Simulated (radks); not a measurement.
# O⁺ in 2s2 2p3 3p2: an all-electron calculation

Aim: the levels, the sizes of the orbitals and the parts of the energy of the oxygen ion O+.

The numbers are computed with radks (a radial shooting solver on a logarithmic mesh, Libxc functionals) version 1 (scalar-relativistic Kohn-Sham, PBE, spin-polarised, spherical densities, finite nucleus; open shells are filled with parallel spins first), except any that are marked as measured or tabulated.

## Step 1: The atom as given

| Quantity | Value |
| --- | --- |
| element | oxygen (Z = 8) |
| charge | +1 |
| electrons | 7 |
| configuration | 2s2 2p3 3p2 |
| nuclear rms radius | 2.6991 fm |

The outer shells:

O⁺
```
2s [↑↓]
2p [↑ ][↑ ][↑ ]
3p [↑ ][↑ ][  ]
```

## Step 2: The calculation

The run's settings:

```text
Z 8
configuration 2s2 2p3 3p2 3d0 4p0
relativity scalar-relativistic
functional pbe,pbe
spin polarised
nucleus finite rms 2.6991 fm
c 137.035999084
```

Launch:

```sh
$ python run_ks.py task.json out
```

All runs below come from this command, one after another.

What does the calculation give?

**Answer**, as computed:

```
                        quantity                   value
                    total energy       -30.26770 hartree
exchange-correlation share of it                 14.98 %
                            −T/E                  0.9964
          highest occupied level       3p up, -10.351 eV
    most extended occupied level  3p up, <r> = 3.00 bohr
 radius at density 0.001 e/bohr³               4.44 bohr
    maxima of the radial density                       2
```

The radial density shows 2 maxima for 2 occupied principal shells. This is not the tabulated ground configuration, so its levels and sizes aren't those of the ground state, and no measured value stands beside it.
